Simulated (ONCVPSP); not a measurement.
**Pseudopotential generation for magnesium: ONCV, PBE**

Task: generate the file, and judge it by its errors in other configurations, its logarithmic derivatives, its ghosts and its cutoff.

The numbers are computed with ONCVPSP 4.0.1.1 (patched build) (PBE, scalar-relativistic, spin-unpolarised reference atom).

**1. The atom and the settings**

The settings as typed:

| Item | Value |
| --- | --- |
| element | magnesium (Mg, Z = 12) |
| type | optimised norm-conserving Vanderbilt (ONCV) |
| frozen core | [He] 2s2 |
| valence charge | 8 |
| reference configuration | 2p6 3s2 |
| partial waves | 3s: rc 2.85 bohr, ncon 4, nbas 9, qcut 2.3 1/bohr, 2 projectors, debl 3.3 Ha; 2p: rc 1.00 bohr, ncon 3, nbas 6, qcut 12.9 1/bohr, 3 projectors, debl 3.8 Ha; d scattering state at 0.32 Ha: rc 2.60 bohr, ncon 4, nbas 7, qcut 4.3 1/bohr, 2 projectors, debl 3.9 Ha |
| local potential | polynomial inside 0.95 bohr (lpopt 2, dvloc0 0 Ha) |
| core correction | Teter function fitted to the true core (icmod 2), fcfact 0.5 |

An earlier all-electron run gives the scale for the radii.

All-electron outer shells of the reference configuration (PBE, scalar-relativistic, ld1.x):

```json
{"shell": "2s", "level (eV)": "-79.85", "outermost node (bohr)": "0.18", "outermost maximum (bohr)": "0.54"}
{"shell": "2p", "level (eV)": "-46.61", "outermost node (bohr)": "–", "outermost maximum (bohr)": "0.48"}
{"shell": "3s", "level (eV)": "-4.70", "outermost node (bohr)": "0.90", "outermost maximum (bohr)": "2.56"}
{"shell": "3p", "level (eV)": "-1.33", "outermost node (bohr)": "0.96", "outermost maximum (bohr)": "3.46"}
```

**2. Generation**

Input file Mg.dat:

```
# ATOM AND REFERENCE CONFIGURATION
# atsym  z   nc   nv     iexc    psfile
  Mg 12.00    2    2        4      upf
#
#   n    l    f
    1    0    2.00
    2    0    2.00
    2    1    6.00
    3    0    2.00
#
# PSEUDOPOTENTIAL AND OPTIMIZATION
# lmax
    2
#
#   l,   rc,      ep,       ncon, nbas, qcut
    0    2.85    0.00    4    9    2.30
    1    1.00    0.00    3    6   12.90
    2    2.60    0.32    4    7    4.30
#
# LOCAL POTENTIAL
# lloc, lpopt,  rc(5),   dvloc0
    4    2    0.95    0.00
#
# VANDERBILT-KLEINMAN-BYLANDER PROJECTORs
# l, nproj, debl
    0    2    3.30
    1    3    3.80
    2    2    3.90
#
# MODEL CORE CHARGE
# icmod, fcfact, rcfact
    2    0.50    1.10
#
# LOG DERIVATIVE ANALYSIS
# epsh1, epsh2, depsh
   -3.00    5.00    0.02
#
# OUTPUT GRID
# rlmax, drl
    6.00    0.01
#
# TEST CONFIGURATIONS
# ncnf
    4
# nvcnf
#   n    l    f
    2
    2    1    6.00
    3    0    1.00
#
    2
    2    1    6.00
    3    0    0.00
#
    2
    2    1    6.00
    3    0    1.50
#
    3
    2    1    6.00
    3    0    1.00
    3    1    1.00
#
```

Started as:

```bash
$ oncvpsp.x < Mg.dat > Mg.out
```

Q: Predict the outcome of this session. Wanted: cutoffs for 1 and 0.1 mHa per electron, occupied waves; bound ghosts; GHOST(+) flags; largest test error; largest phase difference near zero energy, channels read; rms error of d²Exc/dn², without and with the model core.

The runs gave:

| quantity | value |
| --- | --- |
| cutoffs for 1 and 0.1 mHa per electron, occupied waves | 66 Ha and 75 Ha |
| bound ghosts | d at -51.45 eV |
| GHOST(+) flags | s at 92 eV |
| largest test error (AE − PS) | -45 meV, for 2p6 3s0 |
| largest phase difference near zero energy, channels read | 0.007 rad |
| rms error of d²Exc/dn², without and with the model core | 6.97 and 4.84 mHa |

**Reading.** A bound ghost (d) makes it unfit for use: electrons can fall into a state that the atom doesn't have. By total energies transferability is fair: the largest error is 45 meV on 23.0 eV, for 2p6 3s0. The potential is very hard: the looser tolerance needs 66 Ha. At the looser tolerance the 2p wave is the slowest; 3s needs 2 Ha. Near zero energy the phases of the channels with partial waves agree within 0.007 rad. The pseudo curves have a pole with no partner nearby in the atom's: d at -1.88 Ha. The program also flags highly localised states, GHOST(+) (s). All of this concerns the isolated atom, not yet a solid.
